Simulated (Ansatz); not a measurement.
# Si₂H₃Br (SMILES [SiH2]=[SiH]Br): single points off equilibrium

One table from this session's results is given with a row withheld; the runs are named, their logs left out.

The runs use Ansatz 0.2.0, Gaussian basis; single points in def2-TZVPP.

Cores are frozen in the correlated methods. Filled d shells of the heavier atoms are correlated.

## The system as given

6 atoms, charge 0, spin multiplicity 1.

Atoms are counted from 1 here; the program's logs count them from 0.

Bond lengths: Si1–Si2 2.164 Å, Si1–H4 1.408 Å, Si1–H5 1.534 Å, Si2–Br3 2.316 Å, Si2–H6 1.392 Å. Angles: Si2–Si1–H4 128.7°, Si2–Si1–H5 108.7°, H4–Si1–H5 97.3°, Si1–Si2–Br3 115.1°, Si1–Si2–H6 135.1°, Br3–Si2–H6 86.7°.

Coordinates:

```mol
BrH3Si2
  3D, bonds by distance, orders not assigned

  6  5  0  0  0  0  0  0  0  0999 V2000
   -0.6458    0.3220   -0.9431 Si  0  0
    0.4474    0.0212    0.9005 Si  0  0
    1.9094   -1.7756    0.8942 Br  0  0
   -1.3652   -0.6191   -1.7050 H   0  0
   -1.8094    1.2846   -0.6730 H   0  0
    1.4370    0.7207    1.5862 H   0  0
  1  2  8  0
  1  4  8  0
  1  5  8  0
  2  3  8  0
  2  6  8  0
M  END
```

Set-up of the first run:

File run/in.yaml:

```yaml
crystal:
  periodic: [false, false, false]
  atoms:
    - {symbol: Si, position_ang: [-0.645800, 0.322000, -0.943100]}
    - {symbol: Si, position_ang: [0.447400, 0.021200, 0.900500]}
    - {symbol: Br, position_ang: [1.909400, -1.775600, 0.894200]}
    - {symbol: H, position_ang: [-1.365200, -0.619100, -1.705000]}
    - {symbol: H, position_ang: [-1.809400, 1.284600, -0.673000]}
    - {symbol: H, position_ang: [1.437000, 0.720700, 1.586200]}
basis:
  gaussian: {orbitals: def2-TZVPP}
correlation: {method: ccsd_t}
output: {forces: true}
```

Command:

```console
ansatz run in.yaml --threads 4 --pin off --events-out ev --progress --plain --max-ram 5222MiB
```

Among the steps run: CCSD(T)/def2-TZVPP; PBE0-D4/def2-TZVPP; wB97M-V/def2-TZVPP; r2SCAN-D4/def2-TZVPP; PBE-D4/def2-TZVPP; BLYP-D4/def2-TZVPP; r2SCANh-D4/def2-TZVPP.

One table of the session follows, with a row left open; its other results are not shown here.

| method | RMS force component (eV/Å) | angle to CCSD(T) forces (°) | dipole (D) |
| --- | --- | --- | --- |
| CCSD(T) | 1.134 | reference | 1.85 |
| PBE0-D4 | 1.131 | 7.4 | 1.78 |
| wB97M-V | ? | ? | ? |
| r2SCAN-D4 | 1.116 | 6.4 | 1.68 |
| PBE-D4 | 1.122 | 10.6 | 1.56 |
| BLYP-D4 | 1.077 | 9.9 | 1.59 |
| r2SCANh-D4 | 1.119 | 6.3 | 1.75 |

**Question.** Estimate the row for wB97M-V.

As computed: RMS force component (eV/Å): 1.091; angle to CCSD(T) forces (°): 7.2; dipole (D): 1.91. In the column «RMS force component (eV/Å)» it lies between BLYP-D4 (1.077) and r2SCAN-D4 (1.116).

To keep in mind: The reference is not at the basis limit: in triple zeta CCSD(T) underbinds, which counts against methods that bind more; the gaps are no ranking.
